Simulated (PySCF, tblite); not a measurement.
**C₃H₁₀P₂Si₂: a rotation path, then NMR shifts on frames**

Aim: move C₃H₁₀P₂Si₂ (`C1CC1[SiH]1P[SiH2]P1`) away from its starting geometry and see how NMR shifts follow the geometry.

Programs: tblite 0.8.0 and PySCF 2.14.0, with density-fitted response routines of our own. Each step states its level of theory. These are calculated values for one molecule in the gas phase, unless marked as measured. Atoms are numbered from 0 throughout.

### 1 The starting structure

17 atoms, charge 0, multiplicity 1; geometry from: GFN2-xTB.

Bonds of the start (Å): C0–C1 1.49, C1–C2 1.50, C2–Si3 1.88, Si3–P4 2.27, P4–Si5 2.26, Si5–P6 2.26, C2–C0 1.50, P6–Si3 2.27, C0–H7 1.08, C0–H8 1.08, C1–H9 1.08, C1–H10 1.08, C2–H11 1.08, Si3–H12 1.47, P4–H13 1.38, Si5–H14 1.46, Si5–H15 1.46, P6–H16 1.38.

### 2 The rotation path with GFN2-xTB

What the job is given:

```
{"job": {"kind": "neb", "xc": "GFN2-xTB", "basis": "xTB", "atoms": [1, 2, 3, 4], "turn": 120}, "charge": 0, "multiplicity": 1}
C     -2.243058     0.272029     1.208772
C     -2.568716    -0.425416    -0.066261
C     -1.188855    -0.540643     0.512361
Si     0.212213     0.393602    -0.325371
P      1.788077    -0.880393    -1.351019
Si     3.177169     0.324343    -0.035494
P      1.603584     1.497148     1.092400
H     -2.661171    -0.110006     2.128304
H     -2.143023     1.346496     1.192616
H     -3.211391    -1.292350    -0.028502
H     -2.697303     0.168962    -0.957061
H     -0.943849    -1.494002     0.966228
H     -0.277899     1.371341    -1.306182
H      1.684021    -1.941682    -0.471758
H      3.956253     1.239824    -0.864272
H      4.026991    -0.494457     0.826239
H      1.479959     0.577234     2.118551
```

Level: GFN2-xTB climbing-image nudged elastic band, gas phase.

Run with:

```
> OMP_NUM_THREADS=1 python probes_run.py task.json out
```

This one command runs all jobs of the session in turn.

The log of the run:

```text
image   E - E0 / eV
  0       0.0000
  1       0.0020
  2       0.0025
  3       0.0037
  4       0.0033
  5       0.0007
  6       0.0010
  7       0.0107
  8       0.0140
```

It took 3.1 s on 1 thread of Intel Xeon 6975P-C, shared host; peak memory 0.19 GiB.

The final band, with the dihedral C1–C2–Si3–P4:

| image | dihedral (°) | energy (eV) | energy (kcal/mol) |
| --- | --- | --- | --- |
| 0 | -112 | 0.000 | 0.0 |
| 1 | -98 | 0.002 | 0.0 |
| 2 | -83 | 0.003 | 0.1 |
| 3 | -68 | 0.004 | 0.1 |
| 4 | -53 | 0.003 | 0.1 |
| 5 | -38 | 0.001 | 0.0 |
| 6 | -23 | 0.001 | 0.0 |
| 7 | -8 | 0.011 | 0.2 |
| 8 | 8 | 0.014 | 0.3 |

### 3 NMR shieldings: image 0, PBE0/pcSseg-1

What the job is given:

```
{"job": {"kind": "nmr", "xc": "PBE0", "basis": "pcSseg-1", "pop": false}, "charge": 0, "multiplicity": 1}
C     -2.243100     0.272000     1.208800
C     -2.568700    -0.425400    -0.066300
C     -1.188900    -0.540600     0.512400
Si     0.212200     0.393600    -0.325400
P      1.788100    -0.880400    -1.351000
Si     3.177200     0.324300    -0.035500
P      1.603600     1.497100     1.092400
H     -2.661200    -0.110000     2.128300
H     -2.143000     1.346500     1.192600
H     -3.211400    -1.292400    -0.028500
H     -2.697300     0.169000    -0.957100
H     -0.943800    -1.494000     0.966200
H     -0.277900     1.371300    -1.306200
H      1.684000    -1.941700    -0.471800
H      3.956300     1.239800    -0.864300
H      4.027000    -0.494500     0.826200
H      1.480000     0.577200     2.118600
```

With the program's defaults for keys left out, this is: GIAO PBE0/pcSseg-1 NMR shielding, non-relativistic, gas phase.

The log of the run:

```text
coarse grid: 15960 points
cycle   1  E = -1381.2403547852  dE =  7.550e-01  |g| = 3.486e-01  |ddm| = 3.895e+00
cycle   2  E = -1381.2340228197  dE =  6.332e-03  |g| = 3.929e-01  |ddm| = 8.575e-01
cycle   3  E = -1381.2749207872  dE = -4.090e-02  |g| = 4.261e-02  |ddm| = 4.633e-01
cycle   4  E = -1381.2753014958  dE = -3.807e-04  |g| = 1.957e-02  |ddm| = 8.002e-02
cycle   5  E = -1381.2754093137  dE = -1.078e-04  |g| = 4.391e-03  |ddm| = 3.544e-02
cycle   6  E = -1381.2754133627  dE = -4.049e-06  |g| = 1.982e-03  |ddm| = 8.140e-03
final grid: 135048 points
cycle   7  E = -1381.3157238601  dE = -3.188e-05  |g| = 7.428e-03  |ddm| = 3.367e-02
cycle   8  E = -1381.3157159752  dE =  7.885e-06  |g| = 9.261e-03  |ddm| = 1.583e-02
cycle   9  E = -1381.3157381388  dE = -2.216e-05  |g| = 3.910e-04  |ddm| = 8.789e-03
cycle  10  E = -1381.3157381642  dE = -2.540e-08  |g| = 1.565e-04  |ddm| = 6.607e-04
cycle  11  E = -1381.3157381706  dE = -6.364e-09  |g| = 4.091e-05  |ddm| = 2.484e-04
cycle  12  E = -1381.3157381710  dE = -4.366e-10  |g| = 1.240e-05  |ddm| = 5.900e-05
converged SCF energy = -1381.3157381710

GIAO shielding tensors (ppm)
atom      isotropic    diamagn.    paramagn.     s11        s22        s33       span
  0 C      183.422     253.742     -70.320    154.109    179.341    216.816     62.706
  1 C      178.546     253.072     -74.526    149.800    174.611    211.227     61.426
  2 C      182.008     251.543     -69.535    158.093    169.323    218.608     60.515
  3 Si     360.734     880.398    -519.664    328.465    346.649    407.088     78.623
  4 P      544.262     968.721    -424.459    392.962    602.279    637.546    244.584
  5 Si     418.252     880.935    -462.683    387.562    429.518    437.675     50.112
  6 P      544.228     968.967    -424.739    391.624    604.458    636.601    244.977
  7 H       31.013      30.419       0.594     25.358     26.152     41.529     16.171
  8 H       31.598      31.580       0.018     25.593     29.250     39.950     14.357
  9 H       30.879      30.106       0.773     24.893     26.350     41.394     16.501
 10 H       31.387      31.323       0.064     24.896     29.068     40.196     15.300
 11 H       31.616      32.726      -1.110     24.524     29.367     40.955     16.432
 12 H       27.136      30.574      -3.438     23.814     26.643     30.952      7.138
 13 H       29.297      31.939      -2.643     26.287     28.140     33.463      7.176
 14 H       27.025      29.564      -2.540     23.582     24.861     32.631      9.050
 15 H       26.737      29.063      -2.326     23.722     24.097     32.392      8.670
 16 H       29.336      32.047      -2.711     26.181     28.495     33.331      7.151
```

Run time: 21 s. Hardware: 1 thread of Intel Xeon 6975P-C, shared host; peak memory 0.9 GiB.

Shifts follow as δ = σ(reference) − σ, with reference shieldings (ppm) from runs at the same level and on the same kind of geometry: ¹H TMS 31.72, ¹³C TMS 186.9, ²⁹Si TMS 349.2, ³¹P H3PO4 318.4. The references are single molecules in the gas phase, so shifts against H2O, NH3, PH3, H3PO4 or CFCl3 are not on the usual liquid scales and can be off by tens of ppm. Each atom is listed at this fixed geometry, with no averaging over motion; a spectrum would average atoms that exchange fast.

| atoms | environment | σ (ppm) | δ (ppm) |
| --- | --- | --- | --- |
| C1 | three-membered-ring carbon | 178.5 | 8.4 |
| C2 | three-membered-ring carbon | 182.0 | 4.9 |
| C0 | three-membered-ring carbon | 183.4 | 3.5 |
| H15 | hydrogen on a silicon bonded to 2 P, in a 4-membered ring | 26.74 | 4.98 |
| H14 | hydrogen on a silicon bonded to 2 P, in a 4-membered ring | 27.02 | 4.69 |
| H12 | hydrogen on a silicon bonded to C, 2 P, in a 4-membered ring | 27.14 | 4.58 |
| H13 | hydrogen on a phosphorus bonded to 2 Si, in a 4-membered ring | 29.30 | 2.42 |
| H16 | hydrogen on a phosphorus bonded to 2 Si, in a 4-membered ring | 29.34 | 2.38 |
| H9 | hydrogen on a three-membered-ring carbon | 30.88 | 0.84 |
| H7 | hydrogen on a three-membered-ring carbon | 31.01 | 0.70 |
| H10 | hydrogen on a three-membered-ring carbon | 31.39 | 0.33 |
| H8 | hydrogen on a three-membered-ring carbon | 31.60 | 0.12 |
| H11 | hydrogen on a three-membered-ring carbon | 31.62 | 0.10 |
| Si3 | silicon bonded to C, 2 P, H, in a 4-membered ring | 360.7 | -11.6 |
| Si5 | silicon bonded to 2 P, 2 H, in a 4-membered ring | 418.3 | -69.1 |
| P6 | phosphorus bonded to 2 Si, H, in a 4-membered ring | 544.2 | -225.9 |
| P4 | phosphorus bonded to 2 Si, H, in a 4-membered ring | 544.3 | -225.9 |

Ring of atoms C0, C1, C2: NICS(0) -45.1, NICS(1) -8.7, NICS(1)zz -23.5 ppm (means of both faces).

In rings of three or four atoms NICS is ruled by the nearby σ bonds, so it says little on aromaticity.

Ring of atoms Si3, P4, Si5, P6: NICS(0) 2.3, NICS(1) 0.0, NICS(1)zz 12.3 ppm (means of both faces).

The two faces differ (NICS(1)zz 16.1 and 8.6 ppm).

In rings of three or four atoms NICS is ruled by the nearby σ bonds, so it says little on aromaticity.

### 4 Nuclear shieldings: image 4, PBE0/pcSseg-1

What the job is given:

```
{"job": {"kind": "nmr", "xc": "PBE0", "basis": "pcSseg-1", "pop": false}, "charge": 0, "multiplicity": 1}
C     -2.554200     0.394000     0.779700
C     -2.223000    -0.846100     0.024500
C     -1.182400    -0.203800     0.896600
Si     0.236600     0.714900     0.070100
P      1.414500    -0.404000    -1.516900
Si     3.142200     0.200200    -0.185100
P      1.960400     1.176400     1.474100
H     -3.218000     0.321100     1.628000
H     -2.657100     1.315600     0.227400
H     -2.655700    -1.779900     0.352900
H     -2.094000    -0.777600    -1.044500
H     -0.961400    -0.706600     1.831300
H     -0.173700     1.981500    -0.553300
H      1.269200    -1.654700    -0.944000
H      3.943600     1.210500    -0.868800
H      3.930400    -0.950400     0.248300
H      1.815800     0.020900     2.219400
```

Method: GIAO PBE0/pcSseg-1 NMR shielding, non-relativistic, gas phase.

The log of the run:

```text
coarse grid: 15960 points
cycle   1  E = -1381.2391934325  dE =  7.606e-01  |g| = 3.481e-01  |ddm| = 3.895e+00
cycle   2  E = -1381.2332607868  dE =  5.933e-03  |g| = 3.906e-01  |ddm| = 8.510e-01
cycle   3  E = -1381.2736344270  dE = -4.037e-02  |g| = 4.242e-02  |ddm| = 4.576e-01
cycle   4  E = -1381.2740114008  dE = -3.770e-04  |g| = 1.938e-02  |ddm| = 7.897e-02
cycle   5  E = -1381.2741173081  dE = -1.059e-04  |g| = 4.419e-03  |ddm| = 3.524e-02
cycle   6  E = -1381.2741214376  dE = -4.130e-06  |g| = 1.975e-03  |ddm| = 8.140e-03
final grid: 135048 points
cycle   7  E = -1381.3144425074  dE = -3.129e-05  |g| = 7.542e-03  |ddm| = 3.563e-02
cycle   8  E = -1381.3144343716  dE =  8.136e-06  |g| = 9.410e-03  |ddm| = 1.608e-02
cycle   9  E = -1381.3144572722  dE = -2.290e-05  |g| = 3.958e-04  |ddm| = 8.965e-03
cycle  10  E = -1381.3144572978  dE = -2.563e-08  |g| = 1.627e-04  |ddm| = 6.705e-04
cycle  11  E = -1381.3144573047  dE = -6.811e-09  |g| = 4.129e-05  |ddm| = 2.410e-04
cycle  12  E = -1381.3144573051  dE = -4.279e-10  |g| = 1.277e-05  |ddm| = 5.908e-05
converged SCF energy = -1381.3144573051

GIAO shielding tensors (ppm)
atom      isotropic    diamagn.    paramagn.     s11        s22        s33       span
  0 C      176.709     254.845     -78.136    147.201    173.353    209.575     62.374
  1 C      182.875     251.591     -68.716    153.918    178.377    216.330     62.411
  2 C      182.657     252.490     -69.833    159.253    167.127    221.590     62.337
  3 Si     360.136     880.355    -520.219    316.640    356.803    406.966     90.326
  4 P      553.864     969.072    -415.208    423.134    600.724    637.734    214.600
  5 Si     417.769     880.889    -463.120    391.191    425.238    436.879     45.688
  6 P      551.049     968.769    -417.719    424.575    595.907    632.666    208.091
  7 H       30.792      30.117       0.674     24.831     26.307     41.237     16.406
  8 H       31.353      31.495      -0.143     24.802     29.181     40.075     15.273
  9 H       31.000      30.263       0.737     25.403     26.048     41.549     16.146
 10 H       31.565      31.703      -0.137     25.639     29.415     39.642     14.002
 11 H       31.656      32.560      -0.904     24.448     29.506     41.014     16.566
 12 H       26.884      30.424      -3.540     23.472     26.407     30.774      7.301
 13 H       29.514      32.153      -2.640     26.274     28.460     33.807      7.533
 14 H       26.964      29.572      -2.608     23.423     24.881     32.590      9.167
 15 H       26.654      29.106      -2.453     23.681     23.946     32.334      8.653
 16 H       29.490      32.080      -2.590     26.443     28.255     33.772      7.329
```

Wall time 21 s (1 thread of Intel Xeon 6975P-C, shared host); peak memory 0.98 GiB.

In short: δ C0 10.2, C2 4.3, C1 4.1, Si3 -11.0, H15 5.06, H12 4.83 ppm.

### 5 Nuclear shieldings: image 8, PBE0/pcSseg-1

What the job is given:

```
{"job": {"kind": "nmr", "xc": "PBE0", "basis": "pcSseg-1", "pop": false}, "charge": 0, "multiplicity": 1}
C     -2.542000     0.200900     0.266300
C     -1.824600    -1.091800     0.450300
C     -1.281000     0.157300     1.081500
Si     0.252900     1.016700     0.402800
P      1.095600     0.269400    -1.568800
Si     2.996300     0.097700    -0.342700
P      2.136000     0.743800     1.646900
H     -3.479600     0.353000     0.779600
H     -2.497800     0.670300    -0.704400
H     -2.260800    -1.840300     1.095600
H     -1.304200    -1.505600    -0.402000
H     -1.408900     0.235900     2.154000
H      0.027200     2.461700     0.252700
H      0.734700    -1.053300    -1.395900
H      3.963800     1.088400    -0.805700
H      3.553600    -1.254200    -0.336200
H      1.832000    -0.537600     2.065500
```

With the program's defaults for keys left out, this is: GIAO PBE0/pcSseg-1 NMR shielding, non-relativistic, gas phase.

The log of the run:

```text
coarse grid: 15960 points
cycle   1  E = -1381.2392342749  dE =  7.491e-01  |g| = 3.487e-01  |ddm| = 3.882e+00
cycle   2  E = -1381.2331821632  dE =  6.052e-03  |g| = 3.913e-01  |ddm| = 8.316e-01
cycle   3  E = -1381.2736956675  dE = -4.051e-02  |g| = 4.191e-02  |ddm| = 4.504e-01
cycle   4  E = -1381.2740547279  dE = -3.591e-04  |g| = 1.967e-02  |ddm| = 7.986e-02
cycle   5  E = -1381.2741653726  dE = -1.106e-04  |g| = 4.433e-03  |ddm| = 3.577e-02
cycle   6  E = -1381.2741696880  dE = -4.315e-06  |g| = 1.857e-03  |ddm| = 7.572e-03
final grid: 135048 points
cycle   7  E = -1381.3146517057  dE = -3.352e-05  |g| = 7.322e-03  |ddm| = 3.399e-02
cycle   8  E = -1381.3146441850  dE =  7.521e-06  |g| = 9.068e-03  |ddm| = 1.551e-02
cycle   9  E = -1381.3146654234  dE = -2.124e-05  |g| = 4.416e-04  |ddm| = 8.819e-03
cycle  10  E = -1381.3146654614  dE = -3.801e-08  |g| = 1.759e-04  |ddm| = 8.035e-04
cycle  11  E = -1381.3146654698  dE = -8.444e-09  |g| = 4.548e-05  |ddm| = 2.652e-04
cycle  12  E = -1381.3146654703  dE = -4.993e-10  |g| = 1.374e-05  |ddm| = 6.823e-05
converged SCF energy = -1381.3146654703

GIAO shielding tensors (ppm)
atom      isotropic    diamagn.    paramagn.     s11        s22        s33       span
  0 C      183.116     255.421     -72.305    158.603    178.138    212.607     54.004
  1 C      181.617     250.530     -68.913    153.528    176.467    214.857     61.329
  2 C      186.247     254.340     -68.093    155.882    175.568    227.291     71.409
  3 Si     368.520     880.153    -511.633    335.226    356.971    413.362     78.137
  4 P      562.766     968.922    -406.156    405.927    629.834    652.537    246.609
  5 Si     415.944     880.775    -464.830    384.112    427.000    436.722     52.610
  6 P      551.508     968.872    -417.364    402.647    607.507    644.372    241.725
  7 H       30.954      30.126       0.828     24.899     26.053     41.910     17.011
  8 H       31.662      32.094      -0.432     24.837     30.275     39.874     15.037
  9 H       30.879      30.000       0.880     24.932     26.168     41.538     16.606
 10 H       31.267      32.209      -0.941     24.744     29.456     39.602     14.859
 11 H       31.842      31.421       0.421     24.703     28.564     42.260     17.557
 12 H       26.425      29.800      -3.375     22.875     25.296     31.106      8.231
 13 H       29.606      32.126      -2.520     25.674     29.788     33.355      7.682
 14 H       26.961      29.457      -2.495     23.482     24.738     32.664      9.182
 15 H       26.714      28.966      -2.253     23.599     24.212     32.329      8.731
 16 H       29.361      32.145      -2.784     26.236     28.227     33.620      7.384
```

Run time: 21 s. Hardware: 1 thread of Intel Xeon 6975P-C, shared host; peak memory 0.92 GiB.

Key values: δ C1 5.3, C0 3.8, C2 0.7, Si3 -19.4, H12 5.29, H15 5.00 ppm.

### 6 Side by side: NMR shifts

Shifts (ppm) of some atoms, chosen among heavy atoms and hydrogens apart, with basis size and wall time:

| frame | C1 | C0 | H12 | H8 | Si3 | P6 | P4 | functions | time |
| --- | --- | --- | --- | --- | --- | --- | --- | --- | --- |
| image 0 | 8.4 | 3.5 | 4.58 | 0.12 | -11.6 | -225.9 | -225.9 | 197 | 21 s |
| image 4 | 4.1 | 10.2 | 4.83 | 0.36 | -11.0 | -232.7 | -235.5 | 197 | 21 s |
| image 8 | 5.3 | 3.8 | 5.29 | 0.05 | -19.4 | -233.1 | -244.4 | 197 | 21 s |

### 7 Summary of results

| quantity | value |
| --- | --- |
| barrier | 0.014 eV (0.3 kcal/mol) at image 8 |
| end to end (GFN2-xTB) | 0.014 eV |
| ¹³C shifts against TMS (PBE0/pcSseg-1, image 0) | 8.4, 4.9, 3.5 ppm |
| ¹H shifts against TMS (PBE0/pcSseg-1, image 0) | 4.98, 4.69, 4.58, 2.42, 2.38, 0.84, 0.70, 0.33, 0.12, 0.10 ppm |
| ²⁹Si shifts against TMS (PBE0/pcSseg-1, image 0) | -11.6, -69.1 ppm |
| ³¹P shifts against H3PO4 (PBE0/pcSseg-1, image 0) | -225.9, -225.9 ppm |
| range of the shift of P4 | -244.4 to -225.9 ppm |

In words: Along the band the dihedral turns by 120°, and the top (dihedral 8°) lies 0.3 kcal/mol above the start (GFN2-xTB, rough), so at room temperature this motion is fast. Ends this close can change order at a higher level. The top is the band's fixed end, so this is the step from end to end, not a climb to a saddle. Shifts at one fixed geometry are not the observed spectrum, which averages over the motion. Across the 3 runs the shift of P4 moves most, between -244.4 (image 8) and -225.9 ppm (image 0).
